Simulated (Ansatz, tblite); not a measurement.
**C18H22: rung by rung**

An exercise on one series of results from a longer session: the logs are not shown, and one member is left open.

Method: as each input shows; program: Ansatz 0.2.0, Gaussian basis.

Levels to be run: GFN1-xTB, GFN2-xTB, PBE-D4/def2-TZVP, r2SCAN-D4/def2-TZVP, ωB97X-V/def2-TZVP, ωB97M-V/def2-TZVP, BLYP-D4/def2-TZVP, LC-ωPBE(0.10)/def2-SVP, LC-ωPBE(0.15)/def2-SVP, LC-ωPBE(0.20)/def2-SVP, LC-ωPBE(0.30)/def2-SVP, PBE-D4/def2-SVP, PBE0-D4/def2-SVP, HF/6-31G, B3LYP-D4/6-31G, MP2/def2-SVP, RPA/def2-SVP.

## The geometry

The singlet was relaxed beforehand with r2SCAN-D4/def2-SVP.

SMILES `CCc1ccc(CCc2ccc(CC)cc2)cc1`, 40 atoms, charge 0, spin multiplicity 1.

Bond lengths: C1–C2 1.532 Å, C1–H19 1.102 Å, C1–H20 1.102 Å, C1–H21 1.102 Å, C2–C3 1.509 Å, C2–H22 1.104 Å, C2–H23 1.104 Å, C3–C4 1.404 Å, C3–C18 1.404 Å, C4–C5 1.396 Å, C4–H24 1.096 Å, C5–C6 1.404 Å, C5–H25 1.096 Å, C6–C7 1.506 Å, C6–C17 1.404 Å, C7–C8 1.544 Å, C7–H26 1.104 Å, C7–H27 1.104 Å and more. Angles: C2–C1–H19 110.9°, C2–C1–H20 111.3°, C2–C1–H21 110.9°, H19–C1–H20 108.1°, H19–C1–H21 107.4°, H20–C1–H21 108.1°, C1–C2–C3 112.4°, C1–C2–H22 109.5°, C1–C2–H23 109.5°, C3–C2–H22 109.4°, C3–C2–H23 109.4°, H22–C2–H23 106.5°, C2–C3–C4 121.0°, C2–C3–C18 121.0°, C4–C3–C18 117.9°, C3–C4–C5 121.1°, C3–C4–H24 119.3°, C5–C4–H24 119.6° and more.

PBE0-D4/def2-TZVP was run before; its log isn't repeated, and its numbers join the tables.

Set-up of the first run:

Tight binding, by tblite at 300 K electronic temperature and without a spin-polarisation term:

```python
tblite.interface.Calculator('GFN1-xTB', numbers, positions, charge=0, uhf=0).singlepoint()
```

Tight binding, by tblite at 300 K electronic temperature and without a spin-polarisation term:

```python
tblite.interface.Calculator('GFN2-xTB', numbers, positions, charge=0, uhf=0).singlepoint()
```

start.molden holds the orbitals of an earlier run on this state, given as this run's starting guess.

in.yaml reads:

```yaml
crystal:
  periodic: [false, false, false]
  atoms:
    - {symbol: C, position_ang: [6.582733, 0.647378, 0.938814]}
    - {symbol: C, position_ang: [6.188430, 0.252089, -0.487957]}
    - {symbol: C, position_ang: [4.695364, 0.116091, -0.656036]}
    - {symbol: C, position_ang: [3.904215, 1.218663, -1.014627]}
    - {symbol: C, position_ang: [2.516682, 1.104907, -1.123916]}
    - {symbol: C, position_ang: [1.869400, -0.116233, -0.879285]}
    - {symbol: C, position_ang: [0.368855, -0.226669, -0.948754]}
    - {symbol: C, position_ang: [-0.311407, 0.088235, 0.401618]}
    - {symbol: C, position_ang: [-1.811337, -0.024706, 0.323957]}
    - {symbol: C, position_ang: [-2.456852, -1.248816, 0.557730]}
    - {symbol: C, position_ang: [-3.841792, -1.369135, 0.424730]}
    - {symbol: C, position_ang: [-4.631343, -0.270900, 0.049882]}
    - {symbol: C, position_ang: [-6.133044, -0.385847, -0.034361]}
    - {symbol: C, position_ang: [-6.817773, -0.077005, 1.301246]}
    - {symbol: C, position_ang: [-3.985437, 0.953144, -0.183519]}
    - {symbol: C, position_ang: [-2.600497, 1.073773, -0.050658]}
    - {symbol: C, position_ang: [2.659520, -1.217428, -0.514659]}
    - {symbol: C, position_ang: [4.047087, -1.103319, -0.405517]}
    - {symbol: H, position_ang: [6.129454, 1.611756, 1.219369]}
    - {symbol: H, position_ang: [7.675860, 0.740660, 1.040457]}
    - {symbol: H, position_ang: [6.234412, -0.103980, 1.665684]}
    - {symbol: H, position_ang: [6.570288, 1.006621, -1.197287]}
    - {symbol: H, position_ang: [6.676041, -0.701980, -0.753095]}
    - {symbol: H, position_ang: [4.387357, 2.179626, -1.224723]}
    - {symbol: H, position_ang: [1.922443, 1.977113, -1.419190]}
    - {symbol: H, position_ang: [0.076728, -1.243706, -1.262497]}
    - {symbol: H, position_ang: [-0.028026, 0.463317, -1.713316]}
    - {symbol: H, position_ang: [0.083563, -0.601855, 1.167128]}
    - {symbol: H, position_ang: [-0.021636, 1.105783, 0.716000]}
    - {symbol: H, position_ang: [-1.862102, -2.121959, 0.849225]}
    - {symbol: H, position_ang: [-4.322532, -2.335557, 0.614290]}
    - {symbol: H, position_ang: [-6.511462, 0.303075, -0.809278]}
    - {symbol: H, position_ang: [-6.405890, -1.404480, -0.360306]}
    - {symbol: H, position_ang: [-6.581015, 0.945475, 1.636859]}
    - {symbol: H, position_ang: [-6.475278, -0.768877, 2.087480]}
    - {symbol: H, position_ang: [-7.913011, -0.165834, 1.220260]}
    - {symbol: H, position_ang: [-4.579855, 1.826289, -0.475577]}
    - {symbol: H, position_ang: [-2.119368, 2.039929, -0.240670]}
    - {symbol: H, position_ang: [2.178286, -2.183971, -0.326972]}
    - {symbol: H, position_ang: [4.642927, -1.981646, -0.132557]}
basis:
  gaussian: {orbitals: def2-TZVP, fitting: {mean_field: def2-universal-jkfit}, initial_orbitals: start.molden}
hamiltonian: {xc: pbe, dispersion: d4}
scf: {omitted_lower_state_checks: [starts]}
output: {orbitals: {seedname: orbitals}}
```

Command:

```sh
$ ansatz run in.yaml --threads 2 --pin off --events-out ev --progress --plain --max-ram 22528MiB --backend cuda --devices 0, --max-vram 18GiB
```

Among the steps run: PBE-D4/def2-TZVP; r2SCAN-D4/def2-TZVP; ωB97X-V/def2-TZVP; ωB97M-V/def2-TZVP; BLYP-D4/def2-TZVP; LC-ωPBE(0.10)/def2-SVP; LC-ωPBE(0.15)/def2-SVP; LC-ωPBE(0.20)/def2-SVP; LC-ωPBE(0.30)/def2-SVP; PBE-D4/def2-SVP; PBE0-D4/def2-SVP; HF/6-31G; B3LYP-D4/6-31G; MP2/def2-SVP; RPA/def2-SVP.

One table of the session follows, with a row left open; its other results are not shown here.

It belongs to the step «Binding energy». 

| level | binding an atom (eV) |
| --- | --- |
| HF/6-31G | 3.429 |
| HF/def2-SVP | 3.646 |
| PBE-D4/def2-SVP | 4.967 |
| PBE-D4/def2-TZVP | 4.904 |
| BLYP-D4/def2-TZVP | 4.752 |
| r2SCAN-D4/def2-TZVP | ? |
| B3LYP-D4/6-31G | 4.702 |
| PBE0-D4/def2-SVP | 4.894 |
| PBE0-D4/def2-TZVP | 4.827 |
| ωB97X-V/def2-TZVP | 4.755 |
| ωB97M-V/def2-TZVP | 4.762 |
| MP2/def2-SVP | 4.683 |

Estimate the missing values for r2SCAN-D4/def2-TZVP.

As computed: binding an atom (eV): 4.783. In the column «binding an atom (eV)» it lies between ωB97M-V/def2-TZVP (4.762) and PBE0-D4/def2-TZVP (4.827).

Caveats from the session: Free atoms were run apart at each level; binding is atoms less cluster, divided by the number of atoms, without zero-point or spin-orbit terms.
